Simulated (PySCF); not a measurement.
The system is CBOFH4, in a box.

```
CELL_PARAMETERS angstrom
12.00000 0.00000 0.00000
0.00000 13.00000 0.00000
0.00000 0.00000 12.00000
ATOMIC_POSITIONS crystal
C 0.46325 0.58465 0.48870
B 0.52160 0.47979 0.51220
O 0.49030 0.41790 0.59728
F 0.60585 0.44844 0.44690
H 0.42902 0.58559 0.40419
H 0.39631 0.60092 0.54747
H 0.52394 0.64738 0.49227
H 0.53380 0.35585 0.60147
```

Base run:

| Property | Result |
| --- | --- |
| Program | PySCF 2.14.0 |
| Functional | MN15-L |
| Potentials or basis | pob-tzvp-rev2 (all-electron) |
| k mesh | 1 × 1 × 1 |
| Occupations | fixed |
| Spin | no spin polarisation |

Its results: gap between the frontier levels 9.92 eV.

Question: The run is repeated on the same cell with these changes: functional from MN15-L to PBE. What comes out?

Answer: Gap between the frontier levels 8.51 eV.

Caveats: this is a molecule in a periodic box at the Γ point, so its band gap is the HOMO-LUMO gap; the basis of atomic orbitals isn't converged, which shifts pressures, moduli and gaps.

